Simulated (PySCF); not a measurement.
# Ways to converge the SCF of IrSe2

Do solver options change the result for IrSe2, or only the number of cycles?

Computed with PySCF 2.14.0. Level: method and basis as typed in the scripts.

7 further runs of the same task are left out: 1 for a known fault of the program, 6 that didn't finish.

**1. Where the work starts**

IrSe2: 3 atoms, charge 0, spin multiplicity 2.

Bond lengths: Ir1–Se2 2.171 Å, Ir1–Se3 2.171 Å. Angles: Se2–Ir1–Se3 127.0°.

**2. Base script**

The input, input.py:

```python
from pyscf import gto, scf

mol = gto.M(
    atom='Ir -0.0238 0.4395 0; Se 0.0286 -0.5272 1.9435; Se 0.0286 -0.5272 -1.9435',
    basis='sbkjc',
    ecp={'Ir': 'sbkjc', 'Se': 'sbkjc'},
    charge=0,
    spin=1,
    verbose=4,
)
mf = scf.ROHF(mol)
mf.level_shift = 0.3
mf.kernel()
mf.dip_moment()
print('orbital energies (hartree):', mf.mo_energy[..., max(0, mol.nelec[1]-3):mol.nelec[0]+3].round(4))
```

Launch:

```
$ OMP_NUM_THREADS=1 python input.py
```

The log of this run is left out.

Base result: E(SCF) = -122.124173 Eh, μ = 0.14 D.

No search for the lowest state was made; open d or f shells can end in a higher solution.

**3. Second-order solver on**

Edit 1 changes second-order solver: off → on.

The input, input.py:

```python
from pyscf import gto, scf

mol = gto.M(
    atom='Ir -0.0238 0.4395 0; Se 0.0286 -0.5272 1.9435; Se 0.0286 -0.5272 -1.9435',
    basis='sbkjc',
    ecp={'Ir': 'sbkjc', 'Se': 'sbkjc'},
    charge=0,
    spin=1,
    verbose=4,
)
mf = scf.ROHF(mol)
mf.level_shift = 0.3
mf = mf.newton()
mf.kernel()
mf.dip_moment()
print('orbital energies (hartree):', mf.mo_energy[..., max(0, mol.nelec[1]-3):mol.nelec[0]+3].round(4))
```

Launch:

```
$ OMP_NUM_THREADS=1 python input.py
```

**4. Initial guess mod_huckel**

Edit 2 changes initial guess: minao → mod_huckel.

input.py, as its differences from that of step 2:

```diff
@@ -11,2 +11,3 @@
 mf = scf.ROHF(mol)
+mf.init_guess = 'mod_huckel'
 mf.level_shift = 0.3
```

What does the calculation give? Wanted: for each run, E(SCF); from base; SCF dipole.

**Answer**, as computed:

```tsv
run	E(SCF) (hartree)	from base (eV)	cycles	SCF dipole (D)
base	-122.124173	0	18	0.14
second-order solver on	-122.191064	-1.8202	6 macro	1.43
initial guess mod_huckel	-122.153022	-0.7850	30	3.33
```

Distance from each run's final energy (log10 hartree) by cycle:

```tsv
run	cycle 1	cycle 2	cycle 3	cycle 5	cycle 8	cycle 12
base	0.5	0.6	-0.1	-1.7	-3.3	-5.4
second-order solver on	0.2	-0.4	-1.8	< -11	done	done
initial guess mod_huckel	-0.6	-0.8	-0.9	-1.1	-1.5	-2.5
```

In words: Of the runs whose energies can be compared, “second-order solver on” moves the SCF energy most (-1.820 eV). With second-order solver on the SCF ends in another solution, 1.82 eV lower: the path to self-consistency decides the state here. With initial guess mod_huckel the SCF ends in another solution, 0.79 eV lower: the path to self-consistency decides the state here.
